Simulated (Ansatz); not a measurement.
# BClF2: how energies converge with the basis set

How large a basis does BClF2 need? Two functionals and correlated methods are run in growing sets.

Computed with Ansatz 0.2.0, Gaussian basis. Level: one geometry, several basis sets.

The runs, in order: PBE0-D4/def2-SVP; ωB97M-V/def2-SVP; PBE0-D4/def2-QZVPP; ωB97M-V/def2-QZVPP; CCSD(T)/cc-pV(D+d)Z; CCSD(T)/cc-pV(T+d)Z; CCSD(T)/cc-pV(Q+d)Z; the functionals' def2-TZVPP values are taken from earlier runs.

## 1. The geometry

The geometry comes from an earlier relaxation with PBE0-D4/def2-TZVP; it is a stationary point.

SMILES `FB(F)Cl`, 4 atoms, charge 0, spin multiplicity 1.

Atoms are counted from 1 here; the program's logs count them from 0.

Bond lengths: F1–B2 1.310 Å, B2–F3 1.310 Å, B2–Cl4 1.740 Å. Angles: F1–B2–F3 119.0°, F1–B2–Cl4 120.5°, F3–B2–Cl4 120.5°.

## 2. PBE0-D4 in def2-SVP

Contents of in.yaml:

```yaml
crystal:
  periodic: [false, false, false]
  atoms:
    - {symbol: F, position_ang: [-0.173739, -1.254302, -0.546251]}
    - {symbol: B, position_ang: [-0.067061, -0.041341, -0.062036]}
    - {symbol: F, position_ang: [-1.011647, 0.830149, -0.317738]}
    - {symbol: Cl, position_ang: [1.307946, 0.405294, 0.905724]}
basis:
  gaussian: {orbitals: def2-SVP}
hamiltonian: {xc: pbe0, dispersion: d4}
output: {orbitals: {seedname: orbitals}}
```

Command:

```console
> ansatz run in.yaml --threads 2 --pin off --events-out ev --progress --plain --max-ram 32768MiB --backend cpu
```

After this run come: ωB97M-V in def2-SVP; PBE0-D4 in def2-QZVPP; ωB97M-V in def2-QZVPP; CCSD(T) in cc-pV(D+d)Z; CCSD(T) in cc-pV(T+d)Z; CCSD(T) in cc-pV(Q+d)Z.

Before running them: what should the planned runs give, taken together? Wanted: MP2 correlation recovered, cc-pV(D+d)Z; MP2 correlation recovered, cc-pV(T+d)Z; MP2 correlation recovered, cc-pV(Q+d)Z; CCSD(T) limit from def2 sets; PBE0-D4: double and triple zeta above quadruple; ωB97M-V: double and triple zeta above quadruple.

The runs gave:

| quantity | value |
| --- | --- |
| MP2 correlation recovered, cc-pV(D+d)Z | 65.2 % |
| MP2 correlation recovered, cc-pV(T+d)Z | 86.3 % |
| MP2 correlation recovered, cc-pV(Q+d)Z | 94.3 % |
| CCSD(T) limit from def2 sets (earlier runs) minus this one | -40 meV |
| PBE0-D4: double and triple zeta above quadruple | 12.36, 0.69 eV |
| ωB97M-V: double and triple zeta above quadruple | 12.39, 0.65 eV |

For PBE0-D4 the step from double to triple zeta gains 11.68 eV and the next only 0.69 eV. Correlation climbs from 65 % (cc-pV(D+d)Z) to 94 % (cc-pV(Q+d)Z) of the limit; Hartree-Fock is 0.178 eV from its own by then. A limit from the def2 sets, made apart, differs by 40 meV, a least measure of the doubt on such a limit. These are total energies; as a rule much of such shifts cancels in differences, which this series doesn't test. The LUMO of ωB97M-V is positive and keeps falling with the basis (2.34 to 1.76 eV): an unbound level that the basis holds in place.
